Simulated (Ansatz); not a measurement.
# ClF2H2NSi: taking an electron away

The task here is to estimate one member of a computed series from the others.

Computed with Ansatz 0.2.0, Gaussian basis. Level: unrestricted cation, the program's frozen cores in correlated methods.

The runs, in order: UKS PBE-D4/def2-TZVPP; UKS r2SCAN-D4/def2-TZVPP; UKS PBE0-D4/def2-TZVPP; then −ε(HOMO) from the neutral's earlier runs with LDA (SPW92), PBE-D4, revPBE-D4, BLYP-D4, r2SCAN-D4, B97M-V, PBE0-D4, B3LYP-D4, r2SCANh-D4, r2SCAN0-D4, HSE06-D4, BHLYP-D4, CAM-B3LYP-D4, LC-ωPBE, ωB97X-V, ωB97M-V.

### The relaxed structure

The geometry comes from an earlier relaxation with PBE0-D4 in a triple-zeta def2 set; it is a stationary point, not always the lowest conformer.

SMILES `N[Si](F)(F)Cl`, 7 atoms, charge 0, spin multiplicity 1.

Atoms are counted from 1 here; the program's logs count them from 0.

Bond lengths: N1–Si2 1.677 Å, N1–H6 1.006 Å, N1–H7 1.006 Å, Si2–F3 1.577 Å, Si2–F4 1.577 Å, Si2–Cl5 2.031 Å. Angles: Si2–N1–H6 121.1°, Si2–N1–H7 121.1°, H6–N1–H7 112.3°, N1–Si2–F3 108.7°, N1–Si2–F4 108.8°, N1–Si2–Cl5 116.8°, F3–Si2–F4 109.7°, F3–Si2–Cl5 106.4°, F4–Si2–Cl5 106.4°.

Set-up of the first run:

Input file in.yaml:

```yaml
crystal:
  periodic: [false, false, false]
  atoms:
    - {symbol: N, position_ang: [-0.689610, 0.536095, 0.628150]}
    - {symbol: Si, position_ang: [0.375248, -0.423146, -0.242688]}
    - {symbol: F, position_ang: [1.620422, -0.751411, 0.666999]}
    - {symbol: F, position_ang: [-0.357521, -1.760706, -0.642341]}
    - {symbol: Cl, position_ang: [1.113619, 0.360958, -1.964008]}
    - {symbol: H, position_ang: [-1.641862, 0.660649, 0.327653]}
    - {symbol: H, position_ang: [-0.359094, 1.309561, 1.180536]}
basis:
  gaussian: {orbitals: def2-TZVPP}
total_charge: 1
magnetization: {spin_polarized: true, initial_magnetization: 1}
hamiltonian: {xc: pbe, dispersion: d4}
```

On the command line:

```sh
$ ansatz run in.yaml --threads 2 --pin off --events-out ev --progress --plain --max-ram 32768MiB --backend cpu
```

Among the steps run: Cation, UKS PBE-D4/def2-TZVPP; Cation, UKS r2SCAN-D4/def2-TZVPP; Cation, UKS PBE0-D4/def2-TZVPP.

One of the session's tables, all rows but one given; the rest of the session is left out.

It belongs to the step «Ionisation energies side by side». For comparison, −ε(HOMO) of the neutral from earlier runs:

| functional | −ε(HOMO) (eV) |
| --- | --- |
| LDA (SPW92) | 7.17 |
| PBE-D4 | 6.97 |
| revPBE-D4 | 6.90 |
| BLYP-D4 | 6.84 |
| r2SCAN-D4 | 7.32 |
| B97M-V | 7.40 |
| PBE0-D4 | 8.50 |
| B3LYP-D4 | ? |
| r2SCANh-D4 | 7.89 |
| r2SCAN0-D4 | 8.74 |
| HSE06-D4 | 8.09 |
| BHLYP-D4 | 9.91 |
| CAM-B3LYP-D4 | 9.95 |
| LC-ωPBE | 11.40 |
| ωB97X-V | 10.98 |
| ωB97M-V | 10.86 |

Q: Estimate the row for B3LYP-D4 from the others.

Worked estimate for «−ε(HOMO) (eV)». Against the share of exact exchange, BLYP-D4 (0, 6.84), BHLYP-D4 (0.5, 9.91) give a slope of 6.14 per unit share; at 0.2 the line stands at 8.07.

The run gave: −ε(HOMO) (eV): 8.23. In «−ε(HOMO) (eV)» the line misses by -0.16.
